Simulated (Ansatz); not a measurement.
# ClF2HSi: one species, many methods

An exercise on one series of results from a longer session: the logs are not shown, and one member is left open.

The runs use Ansatz 0.2.0, Gaussian basis; functionals in def2-TZVPP, the program's frozen cores in correlated methods.

Levels to be run: LDA (SPW92), PBE-D4, revPBE-D4, BLYP-D4, r2SCAN-D4, B97M-V, PBE0-D4, B3LYP-D4, r2SCANh-D4, r2SCAN0-D4, HSE06-D4, BHLYP-D4, CAM-B3LYP-D4, LC-ωPBE, ωB97X-V, ωB97M-V, B2PLYP, PBE-QIDH; CCSD(T)/def2-SVP; CCSD(T)/def2-TZVPP; MP2/def2-QZVPP; extrapolation to the limit; RPA on PBE.

**Structure used throughout**

An earlier PBE0-D4 in a triple-zeta def2 set relaxation fixed the geometry.

SMILES `F[SiH](F)Cl`, 5 atoms, charge 0, spin multiplicity 1.

Atoms are counted from 1 here; the program's logs count them from 0.

Bond lengths: F1–Si2 1.577 Å, Si2–F3 1.577 Å, Si2–Cl4 2.018 Å, Si2–H5 1.465 Å. Angles: F1–Si2–F3 107.6°, F1–Si2–Cl4 109.0°, F1–Si2–H5 109.8°, F3–Si2–Cl4 109.0°, F3–Si2–H5 109.8°, Cl4–Si2–H5 111.5°.

Set-up of the first run:

Contents of in.yaml:

```yaml
crystal:
  periodic: [false, false, false]
  atoms:
    - {symbol: F, position_ang: [-0.339564, -0.621435, 1.420097]}
    - {symbol: Si, position_ang: [0.095931, -0.000157, 0.037811]}
    - {symbol: F, position_ang: [-0.033543, 1.566847, 0.156522]}
    - {symbol: Cl, position_ang: [-1.157503, -0.655987, -1.401532]}
    - {symbol: H, position_ang: [1.484579, -0.362968, -0.254198]}
basis:
  gaussian: {orbitals: def2-TZVPP}
hamiltonian: {xc: lda}
output: {orbitals: {seedname: orbitals}}
```

Among the steps run: LDA; PBE-D4 (GGA); revPBE-D4 (GGA); BLYP-D4 (GGA); r2SCAN-D4 (meta-GGA); B97M-V (meta-GGA); PBE0-D4 (hybrid); B3LYP-D4 (hybrid); r2SCANh-D4 (hybrid); r2SCAN0-D4 (hybrid); HSE06-D4 (hybrid); BHLYP-D4 (hybrid); CAM-B3LYP-D4 (range-separated); LC-ωPBE-D4 (range-separated; the results give it without D4); ωB97X-V (range-separated); ωB97M-V (range-separated); B2PLYP (double hybrid); PBE-QIDH (double hybrid).

One of the session's tables, all rows but one given; the rest of the session is left out.

It belongs to the step «Frontier levels by functional». 

| functional | HOMO (eV) | LUMO (eV) | gap (eV) |
| --- | --- | --- | --- |
| LDA (SPW92) | -8.69 | -0.62 | 8.06 |
| PBE-D4 | ? | ? | ? |
| revPBE-D4 | -8.49 | -0.19 | 8.31 |
| BLYP-D4 | -8.39 | -0.19 | 8.20 |
| r2SCAN-D4 | -8.94 | 0.13 | 9.07 |
| B97M-V | -9.03 | -0.02 | 9.01 |
| PBE0-D4 | -10.01 | 0.59 | 10.60 |
| B3LYP-D4 | -9.73 | 0.35 | 10.07 |
| r2SCANh-D4 | -9.47 | 0.44 | 9.91 |
| r2SCAN0-D4 | -10.27 | 0.87 | 11.14 |
| HSE06-D4 | -9.60 | 0.21 | 9.81 |
| BHLYP-D4 | -11.33 | 1.47 | 12.80 |
| CAM-B3LYP-D4 | -11.41 | 1.59 | 13.00 |
| LC-ωPBE | -12.86 | 2.84 | 15.70 |
| ωB97X-V | -12.47 | 2.71 | 15.18 |
| ωB97M-V | -12.29 | 2.40 | 14.68 |

Q: Estimate the row for PBE-D4 from the others.

**Answer.** HOMO (eV): -8.55; LUMO (eV): -0.32; gap (eV): 8.23. In the column «HOMO (eV)» it lies between LDA (SPW92) (-8.69) and revPBE-D4 (-8.49).
